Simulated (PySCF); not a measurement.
**[DyOCl]−: other functionals and bases at one geometry**

An exercise on one series of results from a longer session: the logs are not shown, and one member is left open.

Computed with PySCF 2.14.0. Level: several levels, as the steps say, no spin–orbit coupling.

1 further run of the same task is left out (for a known fault of the program).

### The starting structure

3 atoms, charge -1, spin multiplicity 1.

Bond lengths: Dy1–O2 2.004 Å, Dy1–Cl3 2.774 Å. Angles: O2–Dy1–Cl3 131.5°.

Geometry (Å):

```xyz
3
ClDyO
Dy    0.2577    0.0000   -0.2590
O     2.0877    0.0000    0.5579
Cl   -2.2668    0.0000    0.8903
```

Formal oxidation states: Dy +2. Each metal's 10 4f electrons lie in its core potential, so multiplicities, spins and levels count the valence alone. An earlier session relaxed this geometry at PBE0, Dy lcecp-0-SVP with ECP56, O def2-SVP, Cl def2-SVP (singlet, point group Cs).

At PBE0 on the finer grid: E = -565.993840 Eh, frontier levels not given, since the 4f levels lie in the core, Mulliken charge on Dy1 +0.21 e, largest force component 0.012 eV/Å. 

Levels to run: M06-L; CAM-B3LYP; PBE0, TZVP. Hardware: 2 threads of AMD EPYC 9R45 (Zen 5), shared host.

The first run:

Input file run.py (the lines that set the calculation):

```python
mol = gto.M(atom='''
Dy     0.25771     0.00000    -0.25904
O      2.08771     0.00000     0.55790
Cl    -2.26676     0.00000     0.89032''',
    basis={'Dy': 'lcecp-0-SVP', 'O': 'def2-SVP', 'Cl': 'def2-SVP'},
    ecp={'Dy': 'lcecp-0-SVP'},
    charge=-1, spin=0)
mf = dft.RKS(mol, xc='M06L')
mf.grids.atom_grid = (75, 302)  # f atoms: unpruned, at least (60, 302)
mf = mf.density_fit()  # fitting sets: Dy AutoAux, O def2-universal-JKFIT, Cl def2-universal-JKFIT
mf.conv_tol = 1e-08; mf.max_cycle = 55
mf.kernel(dm0)  # dm0: the density of the relaxed state
```

Started as:

```bash
$ OMP_NUM_THREADS=2 python run.py
```

Among the steps run: M06-L; CAM-B3LYP; PBE0, TZVP.

One table of the session follows, with a row left open; its other results are not shown here.

| level | charge on Dy1 (e) | dipole (D) | largest force component (eV/Å) |
| --- | --- | --- | --- |
| PBE0 (relaxed here) | 0.21 | 7.22 | 0.01 |
| M06-L | ? | ? | ? |
| CAM-B3LYP | 0.18 | 7.50 | 0.08 |
| PBE0, TZVP | 0.64 | 7.77 | 0.57 |

**Question.** Estimate the row for M06-L.

The run gave: charge on Dy1 (e): 0.28; dipole (D): 6.58; largest force component (eV/Å): 0.45. In the column «charge on Dy1 (e)» it lies between PBE0 (relaxed here) (0.21) and PBE0, TZVP (0.64).

The dipole of a charged species depends on the origin, so these sizes hold for this origin alone.

The largest leftover force, 0.57 eV/Å with PBE0, TZVP, stands at a geometry relaxed at another level. With 4f in the core, its levels are missing from HOMO and gap, and its count is fixed, so no charge can pass from the ligands into it. Total energies of different levels can't be compared.
